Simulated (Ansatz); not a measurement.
# SnTe3 (Fm-3m) in Ansatz: equation of state

How stiff is SnTe3 in PBE, and what volume does it want? The cell is scaled to several volumes.

All numbers are computed with Ansatz 0.2.0; they aren't measurements. Logs are shortened: lines on timing, memory, paths and dates and some standing lists are left out, and cuts for length are marked.

## (1) Starting point

It takes space group Fm-3m (No. 225, cubic). The conventional cell has a = 7.722 Å, b = 7.722 Å, c = 7.722 Å, α = 90.00°, β = 90.00°, γ = 90.00°. Te (site symmetry m-3m) has 8 Te at 3.34 Å as nearest neighbours. Around Te (site symmetry -43m) lie 4 Te at 3.34 Å and 4 Sn at 3.34 Å. Sn (site symmetry m-3m) is surrounded by 8 Te at 3.34 Å.

The cell comes from a database or a generator and needn't be the stable form of this composition.

## (2) Single point, PBE, 27.06 Å³/atom (volume scaled by 0.94)

Input file input.yaml:

```yaml
crystal:
  lattice:
    - [0.0, 3.7823964951, 3.7823964951]
    - [3.7823964951, 0.0, 3.7823964951]
    - [3.7823964951, 3.7823964951, 0.0]
  atoms:
    - { symbol: Te, position: [0.5, 0.5, 0.5] }
    - { symbol: Te, position: [0.75, 0.75, 0.75] }
    - { symbol: Te, position: [0.25, 0.25, 0.25] }
    - { symbol: Sn, position: [0.0, 0.0, 0.0] }
hamiltonian:
  xc: pbe
  pseudopotentials: { kind: paw }
kpoints:
  mp_grid: { grid: [6, 6, 6] }
scf:
  occupations: { method: fermi_dirac, width: 0.05 }
output:
  forces: true
  stress: true
  eigenvalues: true
  write_density: true
  write_potential: true
  elf: true
  volumetric_format: npy
```

Potentials or basis: Ansatz PAW.

The run is started by

```
> ansatz run input.yaml --threads 2 --pin off --max-ram 5120MiB --backend cpu --events-out ev --progress --plain --runs-dir out
```

Log:

```text
Warning: RAYON_NUM_THREADS=2 ignored (pool sized by the plan → 2); use --threads N
Engine: ansatz 0.2.0, x86_64-unknown-linux-gnu
Pseudopotentials: kind: paw
Pseudopotential: Te, paw, valence charge 16, recommended cutoff 420 eV (normal), Te.paw.azcp
Pseudopotential: Sn, paw, valence charge 14, recommended cutoff 420 eV (normal), Sn.paw.azcp
Functional definition: PBE
  parameter kappa = 0.804
  parameter beta = 0.06672455060314922
  exchange = pbe_x(kappa = kappa, mu = beta*pi^2/3)
  correlation = pbe_c(beta = beta)
Crystal: 4 atoms, lattice volume = 108.226 Å³
Basis set: ecut = 420 eV, 2085 PW (Γ), exchange–correlation on 72×72×72 points (8 copies of the dense FFT grid, shifted against one another)
Bands: 38, of which v1, the nominal top of the filled ones, is band 31 counted from 1 (30 counted from 0)
Symmetry: 48 space group operations
Space group: Fm-3m (ITA 225), of the structure as read, at distance tolerance 4.8e-5 Å
k-points: 16 of 216
Non-local potential: Te, projectors of the file, l = 0: 2, l = 1: 2, l = 2: 2, l = 3: 2
Non-local potential: Sn, projectors of the file, l = 0: 2, l = 1: 2, l = 2: 2, l = 3: 2
PAW form: soft (Blöchl's): semilocal exchange-correlation on the pseudo side does not see the compensation charge
PAW one-centre angular grid: Te, 590 points (default); XC on 64 Gauss nodes
PAW one-centre angular grid: Sn, 590 points (default); XC on 64 Gauss nodes
Initial density: superposition of atomic densities (neutral atoms: chi_scale 0, normalization atom), corrected by the library's trained network
Initial wavefunctions: pseudopotential atomic-orbital guess
Functional: x = pbe(κ = 0.804, μ = 0.2195149727645171), c = pbe(β = 0.06672455060314922)
SCF iter   1: F=—  HF=-26963.359480 eV  |F-HF|=—  |Δ(HF+E_count)|=         —  Δρ=1.97e-3  dr2=9.95e-3  ethr=1.77e-3  ⟨swp⟩=9.2  Hψ=2835  notcnv=0  defer=5
preconditioner: auto → Kerker (q_TF=auto, 2.486 Å⁻¹)  [metal: Δε(μ)=0.016 eV  Ē_g=8.706 eV  σ=0.050 eV  W_gap=0.08  n_scr=26 (ndim 8)  ℏωp=16.7 eV  f_vac=0.000  D(μ)=4.95/eV (n_scr^D=50)]
SCF iter   2: F=—  HF=-26963.355592 eV  |F-HF|=—  |Δ(HF+E_count)|=   3.89e-3  Δρ=1.04e-3  dr2=2.42e-3  ethr=1.60e-5  ⟨swp⟩=2.0  Hψ=1141  notcnv=0  defer=10
SCF iter   3: F=—  HF=-26963.355375 eV  |F-HF|=—  |Δ(HF+E_count)|=   2.17e-4  Δρ=3.34e-4  dr2=1.96e-4  ethr=3.90e-6  ⟨swp⟩=2.2  Hψ=800  notcnv=0  defer=10
SCF iter   4: F=—  HF=-26963.355369 eV  |F-HF|=—  |Δ(HF+E_count)|=   5.96e-6  Δρ=1.34e-4  dr2=2.55e-5  ethr=3.15e-7  ⟨swp⟩=2.1  Hψ=718  notcnv=0  defer=10
SCF iter   5: F=—  HF=-26963.355360 eV  |F-HF|=—  |Δ(HF+E_count)|=   8.79e-6  Δρ=2.86e-5  dr2=6.73e-7  ethr=4.12e-8  ⟨swp⟩=2.0  Hψ=1094  notcnv=0  defer=10
SCF iter   6: F=-26963.355360 eV  HF=-26963.355360 eV  |F-HF|=6.52e-8  |Δ(HF+E_count)|=   4.43e-7  Δρ=8.75e-6  dr2=7.00e-8  ethr=1.61e-10  ⟨swp⟩=15.0  Hψ=4843  notcnv=0
SCF 1 converged in 6 iterations: F = -26963.355360 eV  dr2 = 7.00e-8
  Residual-converged pass: ⟨swp⟩=1.1  Hψ=673  notcnv=0  max |occ|·‖R‖ = 7.0e-9 eV (tolerance 1.0e-8 eV)  dr2=7.00e-8  dr2_onsite=5.40e-8  max |Δocc| = 6.7e-11
SCF converged after 6 iterations
Free energy (F): -26963.355360 eV
Harris-Foulkes:  -26963.355360 eV  (|F-HF|=6.52e-8)
Internal energy: -26963.315615 eV  (E = F + TS)
E sigma→0 (E₀):  -26963.335487 eV
Entropy (-TS):   -0.039745 eV (-9.936 meV/atom)
Fermi energy:    11.917709 eV
--- Per-component energies (eV) ---
  E_band       = -720.499703
  E_kinetic    = 728.921184
  E_local      = -3781.294519  (includes V_loc(G=0)·N_el)
  E_nonlocal   = -964.266338
  E_hartree    = 2598.073752
  E_xc         = -757.232023
  E_vxc        = -410.593363  (∫ρ·V_xc dr)
  E_paw        = -18119.844127  (= ΣΔE_a)
  E_vpaw       = -1489.420503  (= ΣTr[D̂ρ^β])
  E_aug_tail   = -0.000619  (compensation charges beyond the density's cutoff)
  E_ewald      = -6667.672925
  E_smearing   = -0.039745  (= −TS)
  E_closure    = -0.000000  (closes the sum)
  Σ components = -26963.355360   (vs F -26963.355360, Δ=0.00e0)
--- Forces (eV/Å), atoms counted from 1 ---
  atom   1  Te     0.00000000    -0.00000000     0.00000000
  atom   2  Te    -0.00000000     0.00000000     0.00000000
  atom   3  Te     0.00000000    -0.00000000     0.00000000
  atom   4  Sn     0.00000000    -0.00000000    -0.00000000
  max |Σ_I F_I| component: 1.45e-19 eV/Å
--- Stress (GPa, compression-positive) ---
        3.559713       0.000000       0.000000
       -0.000000       3.559713      -0.000000
       -0.000000       0.000000       3.559713
  P = ⅓ Tr σ = 3.5597 GPa (35.597 kbar)
--- Band table (eV; the first three rows and the last of 16) ---
  k-point 0: bands = ["-25.7518", "-25.7518", "-25.7489", "-25.7489", "-25.7489", "-25.2539", "-25.2539", "-25.2485", "-25.2485", "-25.2485", "-25.2437", "-25.2437", "-25.2437", "-25.2417", "-25.2417", "-9.7214", "-9.7214", "-9.7214", "-9.7157", "-9.7157", "-2.0377", "1.6710", "2.4132", "6.7543", "8.3261", "8.3261", "8.3261", "8.3438", "8.3438", "8.3438", "9.8904", "9.8904", "9.8904", "14.8108", "14.8108", "16.3583", "16.3583", "16.3583"]
  k-point 1: bands = ["-25.7518", "-25.7518", "-25.7489", "-25.7489", "-25.7488", "-25.2531", "-25.2531", "-25.2481", "-25.2481", "-25.2480", "-25.2443", "-25.2440", "-25.2440", "-25.2425", "-25.2425", "-9.7218", "-9.7211", "-9.7211", "-9.7157", "-9.7157", "-1.8493", "1.4894", "2.1616", "6.1378", "7.5722", "7.7471", "7.7471", "8.7508", "8.7508", "9.8738", "10.1100", "10.1100", "11.3253", "14.9742", "15.4728", "15.4728", "16.0987", "16.0987"]
  k-point 2: bands = ["-25.7517", "-25.7517", "-25.7490", "-25.7490", "-25.7487", "-25.2509", "-25.2509", "-25.2472", "-25.2472", "-25.2470", "-25.2454", "-25.2449", "-25.2449", "-25.2446", "-25.2446", "-9.7226", "-9.7206", "-9.7206", "-9.7158", "-9.7158", "-1.3130", "0.8052", "1.8091", "5.2462", "7.4382", "7.4382", "8.2794", "8.4218", "8.4218", "11.2254", "11.2254", "11.9059", "11.9831", "14.4272", "14.8274", "14.8274", "17.4281", "17.4281"]
  k-point 15: bands = ["-25.7517", "-25.7516", "-25.7492", "-25.7490", "-25.7486", "-25.2525", "-25.2504", "-25.2481", "-25.2470", "-25.2462", "-25.2455", "-25.2453", "-25.2453", "-25.2442", "-25.2432", "-9.7234", "-9.7205", "-9.7190", "-9.7168", "-9.7155", "0.0938", "0.1857", "0.6802", "3.7831", "6.6975", "7.0535", "8.6220", "9.2348", "11.4331", "11.7869", "12.1106", "12.1820", "13.1627", "14.2305", "14.7786", "14.7840", "18.0830", "18.5448"]
```

Run time: 4.3 s. Hardware: 2 threads of Intel Xeon Platinum 8259CL at 2.50GHz (Skylake/Cascade Lake), shared host; peak memory 0.47 GiB.

Results:

```yaml
Free_energy: -26963.3554 eV
Pressure: 3.6 GPa
Band_gap_on_the_k_mesh: none (metal or under the smearing width)
```

## (3) Single point, PBE, 27.63 Å³/atom (volume scaled by 0.96)

input.yaml, as its differences from that of step 2:

```diff
@@ -2,5 +2,5 @@
   lattice:
-    - [0.0, 3.7823964951, 3.7823964951]
-    - [3.7823964951, 0.0, 3.7823964951]
-    - [3.7823964951, 3.7823964951, 0.0]
+    - [0.0, 3.8090339678, 3.8090339678]
+    - [3.8090339678, 0.0, 3.8090339678]
+    - [3.8090339678, 3.8090339678, 0.0]
   atoms:
@@ -21,5 +21 @@
   eigenvalues: true
-  write_density: true
-  write_potential: true
-  elf: true
-  volumetric_format: npy
```

Potentials or basis: Ansatz PAW.

The run is started by

```
> ansatz run input.yaml --threads 2 --pin off --max-ram 5120MiB --backend cpu --events-out ev --progress --plain --runs-dir out
```

Log:

```text
Warning: RAYON_NUM_THREADS=2 ignored (pool sized by the plan → 2); use --threads N
[... 9 set-up lines as earlier in the session ...]
Crystal: 4 atoms, lattice volume = 110.529 Å³
Basis set: ecut = 420 eV, 2109 PW (Γ), exchange–correlation on 80×80×80 points (8 copies of the dense FFT grid, shifted against one another)
Bands: 38, of which v1, the nominal top of the filled ones, is band 31 counted from 1 (30 counted from 0)
[... 2 set-up lines as earlier in the session ...]
[... 32 lines left out ...]
  E_vxc        = -409.756367  (∫ρ·V_xc dr)
  E_paw        = -18119.677210  (= ΣΔE_a)
  E_vpaw       = -1489.202695  (= ΣTr[D̂ρ^β])
  E_aug_tail   = -0.000570  (compensation charges beyond the density's cutoff)
  E_ewald      = -6621.044316
  E_smearing   = -0.038070  (= −TS)
  E_closure    = 0.000000  (closes the sum)
  Σ components = -26963.397361   (vs F -26963.397361, Δ=0.00e0)
--- Forces (eV/Å), atoms counted from 1 ---
  atom   1  Te     0.00000000    -0.00000000     0.00000000
  atom   2  Te     0.00000000    -0.00000000     0.00000000
  atom   3  Te     0.00000000     0.00000000     0.00000000
  atom   4  Sn    -0.00000000     0.00000000    -0.00000000
  max |Σ_I F_I| component: 4.34e-19 eV/Å
--- Stress (GPa, compression-positive) ---
        2.308010       0.000000       0.000000
        0.000000       2.308010      -0.000000
       -0.000000      -0.000000       2.308010
  P = ⅓ Tr σ = 2.3080 GPa (23.080 kbar)
--- Band table (eV; the first three rows and the last of 16) ---
  k-point 0: bands = ["-26.0822", "-26.0822", "-26.0790", "-26.0790", "-26.0790", "-25.5778", "-25.5778", "-25.5726", "-25.5726", "-25.5726", "-25.5684", "-25.5684", "-25.5684", "-25.5667", "-25.5667", "-10.0788", "-10.0788", "-10.0788", "-10.0740", "-10.0740", "-2.2303", "1.3325", "2.0404", "6.3421", "8.0648", "8.0648", "8.0648", "8.0758", "8.0758", "8.0758", "9.5952", "9.5952", "9.5952", "14.5199", "14.5199", "15.8705", "15.8705", "15.8705"]
  k-point 1: bands = ["-26.0822", "-26.0822", "-26.0791", "-26.0791", "-26.0790", "-25.5771", "-25.5771", "-25.5723", "-25.5723", "-25.5722", "-25.5689", "-25.5686", "-25.5686", "-25.5675", "-25.5675", "-10.0791", "-10.0785", "-10.0785", "-10.0740", "-10.0740", "-2.0472", "1.1622", "1.8036", "5.7736", "7.3039", "7.4957", "7.4957", "8.4743", "8.4743", "9.5536", "9.8162", "9.8162", "10.9866", "14.5259", "15.1386", "15.1386", "15.6564", "15.6564"]
  k-point 2: bands = ["-26.0821", "-26.0821", "-26.0791", "-26.0791", "-26.0789", "-25.5751", "-25.5751", "-25.5715", "-25.5715", "-25.5713", "-25.5699", "-25.5696", "-25.5696", "-25.5693", "-25.5693", "-10.0798", "-10.0780", "-10.0780", "-10.0741", "-10.0741", "-1.5270", "0.5192", "1.4659", "4.9178", "7.1919", "7.1919", "7.9684", "8.1577", "8.1577", "10.9038", "10.9038", "11.5106", "11.5917", "14.0295", "14.4203", "14.4203", "17.0855", "17.0855"]
  k-point 15: bands = ["-26.0821", "-26.0820", "-26.0793", "-26.0791", "-26.0788", "-25.5766", "-25.5747", "-25.5723", "-25.5713", "-25.5705", "-25.5701", "-25.5700", "-25.5697", "-25.5688", "-25.5681", "-10.0805", "-10.0779", "-10.0766", "-10.0749", "-10.0738", "-0.1775", "-0.0733", "0.3957", "3.5373", "6.4540", "6.7896", "8.3169", "8.9051", "11.0814", "11.4220", "11.7327", "11.8129", "12.7511", "13.8340", "14.3810", "14.3921", "17.7320", "18.1326"]
```

It took 3.4 s on 2 threads of Intel Xeon Platinum 8259CL at 2.50GHz (Skylake/Cascade Lake), shared host; peak memory 0.47 GiB.

Results:

```
Free energy            : -26963.3974 eV
Pressure               : 2.3 GPa
Band gap on the k mesh : none (metal or under the smearing width)
```

## (4) Single point, PBE, 28.21 Å³/atom (volume scaled by 0.98)

input.yaml, as its differences from that of step 3:

```diff
@@ -2,5 +2,5 @@
   lattice:
-    - [0.0, 3.8090339678, 3.8090339678]
-    - [3.8090339678, 0.0, 3.8090339678]
-    - [3.8090339678, 3.8090339678, 0.0]
+    - [0.0, 3.8353039977, 3.8353039977]
+    - [3.8353039977, 0.0, 3.8353039977]
+    - [3.8353039977, 3.8353039977, 0.0]
   atoms:
```

The run is started by

```
> ansatz run input.yaml --threads 2 --pin off --max-ram 5120MiB --backend cpu --events-out ev --progress --plain --runs-dir out
```

Run time: 3.3 s. Hardware: 2 threads of Intel Xeon Platinum 8259CL at 2.50GHz (Skylake/Cascade Lake), shared host; peak memory 0.47 GiB.

The run converged. Its results:

```
Free energy            : -26963.4223 eV
Pressure               : 1.2 GPa
Band gap on the k mesh : none (metal or under the smearing width)
```

## (5) Single point, PBE, 28.78 Å³/atom

input.yaml, as its differences from that of step 4:

```diff
@@ -2,5 +2,5 @@
   lattice:
-    - [0.0, 3.8353039977, 3.8353039977]
-    - [3.8353039977, 0.0, 3.8353039977]
-    - [3.8353039977, 3.8353039977, 0.0]
+    - [0.0, 3.861219, 3.861219]
+    - [3.861219, 0.0, 3.861219]
+    - [3.861219, 3.861219, 0.0]
   atoms:
```

The run is started by

```
> ansatz run input.yaml --threads 2 --pin off --max-ram 5120MiB --backend cpu --events-out ev --progress --plain --runs-dir out
```

Wall time 3.3 s (2 threads of Intel Xeon Platinum 8259CL at 2.50GHz (Skylake/Cascade Lake), shared host); peak memory 0.48 GiB.

The run converged. Its results:

```yaml
Free_energy: -26963.4316 eV
Pressure: 0.1 GPa
Band_gap_on_the_k_mesh: none (metal or under the smearing width)
```

## (6) Single point, PBE, 29.36 Å³/atom (volume scaled by 1.02)

input.yaml, as its differences from that of step 5:

```diff
@@ -2,5 +2,5 @@
   lattice:
-    - [0.0, 3.861219, 3.861219]
-    - [3.861219, 0.0, 3.861219]
-    - [3.861219, 3.861219, 0.0]
+    - [0.0, 3.886790732, 3.886790732]
+    - [3.886790732, 0.0, 3.886790732]
+    - [3.886790732, 3.886790732, 0.0]
   atoms:
```

Potentials or basis: Ansatz PAW.

The run is started by

```
> ansatz run input.yaml --threads 2 --pin off --max-ram 5120MiB --backend cpu --events-out ev --progress --plain --runs-dir out
```

Wall time 3 s (2 threads of Intel Xeon Platinum 8259CL at 2.50GHz (Skylake/Cascade Lake), shared host); peak memory 0.48 GiB.

It converged, with:

```
Free energy            : -26963.4268 eV
Pressure               : -0.8 GPa
Band gap on the k mesh : none (metal or under the smearing width)
```

## (7) Single point, PBE, 29.93 Å³/atom (volume scaled by 1.04)

input.yaml, as its differences from that of step 6:

```diff
@@ -2,5 +2,5 @@
   lattice:
-    - [0.0, 3.886790732, 3.886790732]
-    - [3.886790732, 0.0, 3.886790732]
-    - [3.886790732, 3.886790732, 0.0]
+    - [0.0, 3.9120303401, 3.9120303401]
+    - [3.9120303401, 0.0, 3.9120303401]
+    - [3.9120303401, 3.9120303401, 0.0]
   atoms:
```

The run is started by

```
> ansatz run input.yaml --threads 2 --pin off --max-ram 5120MiB --backend cpu --events-out ev --progress --plain --runs-dir out
```

Run time: 3.8 s. Hardware: 2 threads of Intel Xeon Platinum 8259CL at 2.50GHz (Skylake/Cascade Lake), shared host; peak memory 0.47 GiB.

Results (log left out):

| Quantity | Value |
| --- | --- |
| Free energy | -26963.4093 eV |
| Pressure | -1.6 GPa |
| Band gap on the k mesh | none (metal or under the smearing width) |

## (8) Single point, PBE, 30.51 Å³/atom (volume scaled by 1.06)

input.yaml, as its differences from that of step 7:

```diff
@@ -2,5 +2,5 @@
   lattice:
-    - [0.0, 3.9120303401, 3.9120303401]
-    - [3.9120303401, 0.0, 3.9120303401]
-    - [3.9120303401, 3.9120303401, 0.0]
+    - [0.0, 3.9369484026, 3.9369484026]
+    - [3.9369484026, 0.0, 3.9369484026]
+    - [3.9369484026, 3.9369484026, 0.0]
   atoms:
```

The run is started by

```
> ansatz run input.yaml --threads 2 --pin off --max-ram 5120MiB --backend cpu --events-out ev --progress --plain --runs-dir out
```

It took 3.4 s on 2 threads of Intel Xeon Platinum 8259CL at 2.50GHz (Skylake/Cascade Lake), shared host; peak memory 0.49 GiB.

Results (log left out):

```yaml
Free_energy: -26963.3803 eV
Pressure: -2.4 GPa
Band_gap_on_the_k_mesh: none (metal or under the smearing width)
```

## (9) Equation of state, PBE

Potentials or basis: Ansatz PAW.

This step only gathers the single runs of the series.

What came out:

```yaml
Equilibrium_volume: 28.87 Å³/atom
Bulk_modulus: 48 GPa
Pressure_derivative_of_the_bulk_modulus: 4.0
```

Energy against volume, from the lowest point:
```csv
volume (Å³/atom),energy (meV/atom)
27.056,19.05
27.632,8.55
28.208,2.33
28.783,0.00
29.359,1.19
29.935,5.58
30.510,12.81
```

The run has no spin-orbit coupling, so splittings on Te are missing.
